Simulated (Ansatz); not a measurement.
# TaN+ (doublet): the correlation ladder, def2-QZVPP

An exercise on one series of results from a longer session: the logs are not shown, and one member is left open.

Computed with Ansatz 0.2.0, Gaussian basis. Level: def2-QZVPP, core rule «outside noble gas», up to 5 orbitals frozen.

To be run: UHF; ROHF; CCSD(T) on UHF.

## The system

The geometry is a PBE0/def2-TZVP stationary point (not a proven minimum). No spin-orbit coupling is included. Elements past krypton take def2 core potentials.

2 atoms, charge 1, spin multiplicity 2.

Atoms are counted from 1 here; the program's logs count them from 0.

Bond lengths: Ta1–N2 1.646 Å.

Coordinates:

```xyz
2
charge 1, multiplicity 2
Ta    0.0000    0.0000    0.0000
N     0.0000    0.0000    1.6460
```

Set-up of the first run:

in.yaml reads:

```yaml
crystal:
  periodic: [false, false, false]
  atoms:
    - {symbol: Ta, position_ang: [0.000000, 0.000000, 0.000000]}
    - {symbol: N, position_ang: [0.000000, 0.000000, 1.646000]}
basis:
  gaussian: {orbitals: "def2-QZVPP.json"}
total_charge: 1
magnetization: {spin_polarized: true, initial_magnetization: 1}
hamiltonian: {xc: hf}
output: {orbitals: {seedname: orbitals}}
```

Started as:

```sh
$ ansatz run in.yaml --threads 1 --pin off --events-out ev --progress --plain --max-ram 4096MiB --backend cpu
```

Steps of the session up to this table: UHF; ROHF; CCSD(T) on UHF.

One table of the session follows, with a row left open; its other results are not shown here.

```
  method  from UCCSD(T) (kJ/mol)
    ROHF                  +942.9
    UMP2                   +59.3
   UCCSD                       ?
UCCSD(T)                       0
```

Q: Estimate the row for UCCSD from the others.

**Answer.** from UCCSD(T) (kJ/mol): +62.1. In the column «from UCCSD(T) (kJ/mol)» it lies between UMP2 (+59.3) and ROHF (+942.9).

Left out of the table: UHF (another determinant or state than the rows shown).

The program flags UCCSD(T) as in doubt (see the logs), so the zero of the table is itself unsure.

To keep in mind: The determinant of HF (⟨S²⟩ 1.85) is far from a pure spin state, so its energy mixes those of several spin states; that is harmless only where they are near-degenerate. The program flags UCCSD(T) as in doubt, so the zero of the table is itself unsure. Warnings: spin contamination; coupled cluster took another determinant than the lowest.
